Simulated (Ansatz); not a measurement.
**CH₈SiSn: one species, many methods**

Aim: compute CH₈SiSn with functionals from several rungs and with coupled cluster. The yardstick is the atomisation energy at the CCSD(T) limit.

Computed with Ansatz 0.2.0, Gaussian basis. Level: functionals in def2-TZVPP, the program's frozen cores in correlated methods.

The runs, in order: LDA (SPW92), PBE-D4, revPBE-D4, BLYP-D4, r2SCAN-D4, B97M-V, PBE0-D4, B3LYP-D4, r2SCANh-D4, r2SCAN0-D4, HSE06-D4, BHLYP-D4, CAM-B3LYP-D4, LC-ωPBE, ωB97X-V, ωB97M-V, B2PLYP, PBE-QIDH; CCSD(T)/def2-SVP; CCSD(T)/def2-TZVPP; MP2/def2-QZVPP; extrapolation to the limit; RPA on PBE.

## (1) The relaxed structure

All runs share one geometry, relaxed beforehand with PBE0-D4 in a triple-zeta def2 set. Sn takes the def2 core potential; no spin-orbit term is included.

SMILES `[CH3][SnH2][SiH3]`, 11 atoms, charge 0, spin multiplicity 1.

Atoms are counted from 1 here; the program's logs count them from 0.

Bond lengths: C1–Sn2 2.145 Å, C1–H4 1.090 Å, C1–H5 1.090 Å, C1–H6 1.090 Å, Sn2–Si3 2.564 Å, Sn2–H7 1.713 Å, Sn2–H8 1.713 Å, Si3–H9 1.488 Å, Si3–H10 1.487 Å, Si3–H11 1.488 Å. Angles: Sn2–C1–H4 109.8°, Sn2–C1–H5 109.9°, Sn2–C1–H6 109.9°, H4–C1–H5 109.1°, H4–C1–H6 109.1°, H5–C1–H6 109.1°, C1–Sn2–Si3 110.9°, C1–Sn2–H7 109.0°, C1–Sn2–H8 109.0°, Si3–Sn2–H7 110.1°, Si3–Sn2–H8 110.1°, H7–Sn2–H8 107.6°, Sn2–Si3–H9 110.2°, Sn2–Si3–H10 111.1°, Sn2–Si3–H11 110.2°, H9–Si3–H10 108.5°, H9–Si3–H11 108.2°, H10–Si3–H11 108.5°.

Coordinates:

```tsv
atom	x (Å)	y (Å)	z (Å)
C1	-1.2895	1.3937	-0.3732
Sn2	-0.1194	-0.3347	-0.8697
Si3	1.3433	-1.0474	1.1121
H4	-1.9011	1.6832	-1.2278
H5	-1.9409	1.1708	0.4716
H6	-0.6335	2.2226	-0.1078
H7	-1.1707	-1.6111	-1.3157
H8	0.8620	0.0264	-2.2262
H9	0.4927	-1.3681	2.2903
H10	2.1547	-2.2478	0.7758
H11	2.2676	0.0555	1.4914
```

## (2) LDA

This LDA is Slater exchange with PW92 correlation.

in.yaml

```yaml
crystal:
  periodic: [false, false, false]
  atoms:
    - {symbol: C, position_ang: [-1.289466, 1.393698, -0.373222]}
    - {symbol: Sn, position_ang: [-0.119374, -0.334682, -0.869715]}
    - {symbol: Si, position_ang: [1.343349, -1.047415, 1.112112]}
    - {symbol: H, position_ang: [-1.901061, 1.683172, -1.227784]}
    - {symbol: H, position_ang: [-1.940908, 1.170814, 0.471644]}
    - {symbol: H, position_ang: [-0.633464, 2.222603, -0.107832]}
    - {symbol: H, position_ang: [-1.170727, -1.611101, -1.315730]}
    - {symbol: H, position_ang: [0.861995, 0.026379, -2.226236]}
    - {symbol: H, position_ang: [0.492664, -1.368080, 2.290281]}
    - {symbol: H, position_ang: [2.154657, -2.247783, 0.775847]}
    - {symbol: H, position_ang: [2.267638, 0.055492, 1.491436]}
basis:
  gaussian: {orbitals: def2-TZVPP}
hamiltonian: {xc: lda}
output: {orbitals: {seedname: orbitals}}
```

Further steps of the session: PBE-D4 (GGA); revPBE-D4 (GGA); BLYP-D4 (GGA); r2SCAN-D4 (meta-GGA); B97M-V (meta-GGA); PBE0-D4 (hybrid); B3LYP-D4 (hybrid); r2SCANh-D4 (hybrid); r2SCAN0-D4 (hybrid); HSE06-D4 (hybrid); BHLYP-D4 (hybrid); CAM-B3LYP-D4 (range-separated); LC-ωPBE (range-separated); ωB97X-V (range-separated); ωB97M-V (range-separated); B2PLYP (double hybrid); PBE-QIDH (double hybrid); CCSD(T) in def2-SVP; CCSD(T) in def2-TZVPP; MP2 in def2-QZVPP; RPA on PBE orbitals.

**Question.** What will the summary of the whole plan be? Wanted: atomisation energy, CCSD(T)/CBS; farthest beyond LDA; mean size of error, GGA; mean size of error, meta-GGA; mean size of error, hybrid; mean size of error, range-separated; mean size of error, double hybrid; gap, smallest and largest; T1 diagnostic.

As calculated:

```
                               quantity                                                        value
        atomisation energy, CCSD(T)/CBS                                                3278.6 kJ/mol
 functionals within 32.8 kJ/mol (1.0 %)  r2SCAN-D4, B97M-V, B3LYP-D4, CAM-B3LYP-D4, ωB97X-V, ωB97M-V
                    farthest beyond LDA                                     revPBE-D4 (-98.3 kJ/mol)
                mean size of error, GGA                                                  70.2 kJ/mol
           mean size of error, meta-GGA                                                  19.8 kJ/mol
             mean size of error, hybrid                                                  45.2 kJ/mol
    mean size of error, range-separated                                                  24.2 kJ/mol
      mean size of error, double hybrid                                                  64.5 kJ/mol
              gap, smallest and largest                        5.85 eV (BLYP-D4), 12.13 eV (LC-ωPBE)
                          T1 diagnostic                                                       0.0121
triples share of the correlation energy                                                        3.1 %
```

LDA overbinds by 336.0 kJ/mol (10 %). PBE-D4 is off by -46.0 kJ/mol. Double hybrids carry the basis error of their MP2 part in triple zeta, and no dispersion term here, so their miss is partly the set-up's. The rungs meta-GGA, range-separated miss on average by less than the doubt on the reference (32.8 kJ/mol), so they tie. Misses under about 32.8 kJ/mol are within the doubt on the reference itself, which lacks core-valence correlation, spin-orbit coupling and higher excitations, and its outer-core shells are covered unevenly. All levels share the lack of spin-orbit coupling, which lowers the free heavy atoms and so the true binding. Hartree-Fock recovers 75 % of the binding; the rest is correlation. CCSD(T) in def2-SVP is off by -207.9 kJ/mol, more than most functionals: a good method in a small basis is no reference. Orbital gaps span 5.8 to 12.1 eV; exact exchange widens them. Correlated methods include outer-core shells of Sn, which these sets cover unevenly.
